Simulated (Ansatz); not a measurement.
**CF₃HfNO: up Jacob's ladder to CCSD(T)**

An exercise on one series of results from a longer session: the logs are not shown, and one member is left open.

The runs use Ansatz 0.2.0, Gaussian basis; functionals in def2-TZVPP, the program's frozen cores in correlated methods.

The runs, in order: LDA (SPW92), PBE-D4, revPBE-D4, BLYP-D4, r2SCAN-D4, B97M-V, PBE0-D4, B3LYP-D4, r2SCANh-D4, r2SCAN0-D4, HSE06-D4, BHLYP-D4, CAM-B3LYP-D4, LC-ωPBE, ωB97X-V, ωB97M-V, B2PLYP, PBE-QIDH; CCSD(T)/def2-SVP; CCSD(T)/def2-TZVPP; MP2/def2-QZVPP; extrapolation to the limit; RPA on PBE.

## The geometry

All runs share one geometry, relaxed beforehand with PBE0-D4 in a triple-zeta def2 set. Hf takes the def2 core potential; no spin-orbit term is included.

SMILES `O=C=[N][Hf]([F])([F])[F]`, 7 atoms, charge 0, spin multiplicity 1.

Atoms are counted from 1 here; the program's logs count them from 0.

Bond lengths: O1–C2 1.161 Å, C2–N3 1.204 Å, N3–Hf4 2.024 Å, Hf4–F5 1.896 Å, Hf4–F6 1.896 Å, Hf4–F7 1.896 Å. Angles: O1–C2–N3 180.0°, C2–N3–Hf4 180.0°, N3–Hf4–F5 109.8°, N3–Hf4–F6 109.8°, N3–Hf4–F7 109.8°, F5–Hf4–F6 109.1°, F5–Hf4–F7 109.1°, F6–Hf4–F7 109.1°.

Set-up of the first run:

Contents of in.yaml:

```yaml
crystal:
  periodic: [false, false, false]
  atoms:
    - {symbol: O, position_ang: [1.850685, -2.027617, 1.806780]}
    - {symbol: C, position_ang: [1.196950, -1.311269, 1.168761]}
    - {symbol: N, position_ang: [0.519195, -0.568578, 0.507290]}
    - {symbol: Hf, position_ang: [-0.620233, 0.679549, -0.605566]}
    - {symbol: F, position_ang: [0.470353, 2.016821, -1.391251]}
    - {symbol: F, position_ang: [-1.925791, 1.508150, 0.491676]}
    - {symbol: F, position_ang: [-1.491170, -0.297046, -1.977690]}
basis:
  gaussian: {orbitals: def2-TZVPP}
hamiltonian: {xc: lda}
output: {orbitals: {seedname: orbitals}}
```

The run is started by

```console
$ ansatz run in.yaml --threads 4 --pin off --events-out ev --progress --plain --max-ram 10444MiB
```

Steps of the session up to this table: LDA; PBE-D4 (GGA); revPBE-D4 (GGA); BLYP-D4 (GGA); r2SCAN-D4 (meta-GGA); B97M-V (meta-GGA); B3LYP-D4 (hybrid); r2SCANh-D4 (hybrid); r2SCAN0-D4 (hybrid); HSE06-D4 (hybrid); BHLYP-D4 (hybrid); CAM-B3LYP-D4 (range-separated); LC-ωPBE (range-separated); ωB97X-V (range-separated); ωB97M-V (range-separated); B2PLYP (double hybrid); PBE-QIDH (double hybrid).

One of the session's tables, all rows but one given; the rest of the session is left out.

It belongs to the step «Orbital energies across the functionals». 

```
  functional  HOMO (eV)  gap (eV)
 LDA (SPW92)      -8.23      5.76
      PBE-D4      -7.95      5.83
   revPBE-D4      -7.85      5.86
     BLYP-D4      -7.82      5.80
   r2SCAN-D4      -8.28      6.38
      B97M-V      -8.27      6.46
     PBE0-D4      -9.39      8.12
    B3LYP-D4      -9.14      7.62
  r2SCANh-D4      -8.82      7.22
  r2SCAN0-D4          ?         ?
    HSE06-D4      -8.99      7.34
    BHLYP-D4     -10.74     10.39
CAM-B3LYP-D4     -10.77     10.58
     LC-ωPBE     -12.06     13.10
     ωB97X-V     -11.70     12.55
     ωB97M-V     -11.62     11.98
```

Estimate the missing values for r2SCAN0-D4.

Worked estimate for «HOMO (eV)». Against the share of exact exchange, r2SCAN-D4 (0, -8.28), r2SCANh-D4 (0.1, -8.82) give a slope of -5.40 per unit share; at 0.25 the line stands at -9.63.

**Answer.** HOMO (eV): -9.64; gap (eV): 8.51. In «HOMO (eV)» the line misses by +0.01.
